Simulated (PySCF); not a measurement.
# H8O4Sm (Sm(H2O)42+): the cost of one run

Program: PySCF 2.14.0. Level of theory: PBE0, Sm lcecp-0-SVP with ECP52, O def2-SVP, H def2-SVP; scalar-relativistic core potentials, no spin–orbit coupling. These are calculated values, not measurements.

1 further run of the same task is left out (for a known fault of the program).

**1. Starting geometry**

13 atoms, charge 2, spin multiplicity 1.

Bond lengths: Sm1–O2 2.657 Å, Sm1–O5 2.657 Å, Sm1–O8 2.657 Å, Sm1–O11 2.657 Å, O2–H3 0.970 Å, O2–H4 0.970 Å, O5–H6 0.970 Å, O5–H7 0.970 Å, O8–H9 0.970 Å, O8–H10 0.970 Å, O11–H12 0.970 Å, O11–H13 0.970 Å. Angles: O2–Sm1–O5 109.5°, O2–Sm1–O8 109.5°, O2–Sm1–O11 109.5°, O5–Sm1–O8 109.5°, O5–Sm1–O11 109.5°, O8–Sm1–O11 109.5°, Sm1–O2–H3 127.5°, Sm1–O2–H4 127.5°, H3–O2–H4 105.1°, Sm1–O5–H6 127.5°, Sm1–O5–H7 127.5°, H6–O5–H7 105.1°, Sm1–O8–H9 127.5°, Sm1–O8–H10 127.5°, H9–O8–H10 105.1°, Sm1–O11–H12 127.5°, Sm1–O11–H13 127.5°, H12–O11–H13 105.1°.

Coordinates:

```xyz
13
H8O4Sm
Sm    0.0000    0.0000    0.0000
O     1.5343    1.5343    1.5343
H     1.8749    1.3305    2.4194
H     1.8749    2.4194    1.3305
O    -1.5343   -1.5343    1.5343
H    -1.8749   -1.3305    2.4194
H    -1.8749   -2.4194    1.3305
O     1.5343   -1.5343   -1.5343
H     1.8749   -2.4194   -1.3305
H     1.8749   -1.3305   -2.4194
O    -1.5343    1.5343   -1.5343
H    -1.8749    2.4194   -1.3305
H    -1.8749    1.3305   -2.4194
```

Formal oxidation states: Sm +2. Each metal's 6 4f electrons lie in its core potential, so multiplicities, spins and levels count the valence alone.

**2. SCF at the start, singlet**

Contents of run.py (the lines that set the calculation):

```python
mol = gto.M(atom='''
Sm     0.00000     0.00000     0.00000
O      1.53430     1.53430     1.53430
H      1.87490     1.33050     2.41940
H      1.87490     2.41940     1.33050
O     -1.53430    -1.53430     1.53430
H     -1.87490    -1.33050     2.41940
H     -1.87490    -2.41940     1.33050
O      1.53430    -1.53430    -1.53430
H      1.87490    -2.41940    -1.33050
H      1.87490    -1.33050    -2.41940
O     -1.53430     1.53430    -1.53430
H     -1.87490     2.41940    -1.33050
H     -1.87490     1.33050    -2.41940''',
    basis={'Sm': 'lcecp-0-SVP', 'O': 'def2-SVP', 'H': 'def2-SVP'},
    ecp={'Sm': 'lcecp-0-SVP'},
    charge=2, spin=0)
mf = dft.RKS(mol, xc='PBE0')
mf.grids.atom_grid = (50, 194)  # f atoms: unpruned, at least (60, 302)
mf = mf.density_fit()  # fitting sets: Sm AutoAux, O def2-universal-JKFIT, H def2-universal-JKFIT
mf.conv_tol = 1e-08; mf.max_cycle = 55
mf.kernel(dm0)  # dm0: free metal ions and neutral atoms
```

Launch:

```bash
> OMP_NUM_THREADS=2 python run.py
```

Q: Estimate wall time and peak memory on 2 threads of Arm Neoverse V2, shared host.

About 4 s, with a peak of 0.8 GiB.
